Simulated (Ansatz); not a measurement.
# BiTe: the cost of one run

Method: DFT PBE, scalar-relativistic, plane waves, PAW, in Ansatz 0.2.0.

1 further run of the same task is left out (it didn't finish).

### 1 The starting structure

Symmetry: P3_221, No. 154, trigonal system. The conventional cell has a = 4.690 Å, b = 4.690 Å, c = 10.745 Å, α = 90.00°, β = 90.00°, γ = 120.00°. Bi (site symmetry 2) has 2 Te at 2.68 Å as nearest neighbours. Around Te (site symmetry 2) lie 2 Bi at 2.68 Å.

Structure file:

```xyz
6
Lattice="4.6902 0.0000 0.0000 -2.3451 4.0618 0.0000 0.0000 0.0000 10.7449" Properties=species:S:1:pos:R:3 pbc="T T T"
Bi    3.3760    0.0000    7.1633
Bi   -1.6880    2.9237    3.5816
Bi    0.6571    1.1381    0.0000
Te    2.2930    0.0000    1.7908
Te   -1.1465    1.9858    8.9541
Te    1.1986    2.0760    5.3725
```

This is candidate A: cinnabar type (P3_221, No. 154).

(A quick probe on a coarse mesh, which set the mesh and smearing, is not shown.)

### 3 A loose first relaxation (candidate A)

Contents of input.yaml:

```yaml
crystal:
  lattice:
    - [4.6901639446, 0.0, 0.0]
    - [-2.3450819724, 4.061801124, 0.0]
    - [0.0, 0.0, 10.744939673]
  atoms:
    - { symbol: Bi, position: [0.7198, 0.0, 0.6666666667] }
    - { symbol: Bi, position: [0.0, 0.7198, 0.3333333333] }
    - { symbol: Bi, position: [0.2802, 0.2802, 0.0] }
    - { symbol: Te, position: [0.4889, 0.0, 0.1666666667] }
    - { symbol: Te, position: [0.0, 0.4889, 0.8333333333] }
    - { symbol: Te, position: [0.5111, 0.5111, 0.5] }
basis:
  ecutwfc: 420
kpoints:
  mp_grid: { grid: [6, 6, 2] }
hamiltonian:
  xc: pbe
scf:
  occupations: { method: gaussian, width: 0.1 }
  lower_state_search: "off"
output:
  forces: true
  stress: true
  eigenvalues: true
relax:
  adjacent_minimum: "off"
  f_tol: 0.04
  max_steps: 70
  cell: { stress_tol: 0.4 }
```

The run is started by

```
$ ansatz run input.yaml --threads 1 --pin off --max-ram 2560MiB --backend cpu --events-out ev --progress --plain --runs-dir out
```

Q: Estimate wall time and peak memory on 1 thread of Intel Xeon 6975P-C (Granite Rapids), shared host.

About 72 s, with a peak of 0.51 GiB.
